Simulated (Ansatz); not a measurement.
# Cl2FH4NZr: the cost of one run

Method: RHF/def2-SVP, in Ansatz 0.2.0.

## (1) The structure to begin with

Bond lengths: Zr1–F2 2.330 Å, Zr1–N3 2.210 Å, N3–H4 1.060 Å, N3–H5 1.060 Å, Zr1–Cl6 2.518 Å, Zr1–Cl7 2.518 Å, Zr1–H8 2.150 Å, Zr1–H9 2.262 Å. Angles (14 of 18 angles, heavy atoms first): F2–Zr1–N3 109.4°, F2–Zr1–Cl6 109.5°, F2–Zr1–Cl7 109.5°, N3–Zr1–Cl6 109.5°, N3–Zr1–Cl7 109.5°, Cl6–Zr1–Cl7 109.5°, F2–Zr1–H8 71.6°, F2–Zr1–H9 41.0°, N3–Zr1–H8 178.9°, N3–Zr1–H9 150.4°, Cl6–Zr1–H8 70.0°, Cl6–Zr1–H9 86.7°, Cl7–Zr1–H8 70.0°, Cl7–Zr1–H9 86.7°.

Coordinates:

```xyz
9

Zr    0.0000    0.0000    0.0000
F     0.0000    0.0000    2.3300
N     2.0840    0.0000   -0.7359
H     2.5823   -0.9180   -0.9166
H     2.5853    0.9180   -0.9082
Cl   -1.1869    2.0563   -0.8392
Cl   -1.1869   -2.0563   -0.8392
H    -2.0403    0.0000    0.6779
H    -1.4831    0.0000    1.7078
```

## (2) Pulling towards end A

Springs on the bonds that form and break draw the guess towards this end; the thresholds are loose.

Input file input.yaml:

```yaml
crystal:
  periodic: [false, false, false]
  atoms:
    - { symbol: Zr, position_ang: [0.0, 0.0, 0.0] }
    - { symbol: F, position_ang: [0.0, 0.0, 2.33] }
    - { symbol: "N", position_ang: [2.084, 0.0, -0.7359] }
    - { symbol: H, position_ang: [2.5823, -0.918, -0.9166] }
    - { symbol: H, position_ang: [2.5853, 0.918, -0.9082] }
    - { symbol: Cl, position_ang: [-1.1869, 2.0563, -0.8392] }
    - { symbol: Cl, position_ang: [-1.1869, -2.0563, -0.8392] }
    - { symbol: H, position_ang: [-2.0403, 0.0, 0.6779] }
    - { symbol: H, position_ang: [-1.4831, 0.0, 1.7078] }
basis:
  gaussian: { orbitals: def2-SVP }
hamiltonian:
  xc: hf
relax:
  f_tol: 0.15
  max_steps: 25
  restrain:
    - { distance: [0, 7], at: 3.05, k: 30.0 }
    - { distance: [8, 1], at: 2.12, k: 30.0 }
    - { distance: [0, 1], at: 1.98, k: 30.0 }
    - { distance: [8, 7], at: 0.66, k: 30.0 }
output:
  orbitals: {}
```

Launch:

```bash
$ ansatz run input.yaml --threads 2 --pin off --max-ram 3072MiB --backend cpu --events-out ev --progress --plain --runs-dir out
```

What time and memory should one allow on 2 threads of Arm Neoverse V1, shared host?

About 21 s, with a peak of 0.26 GiB.
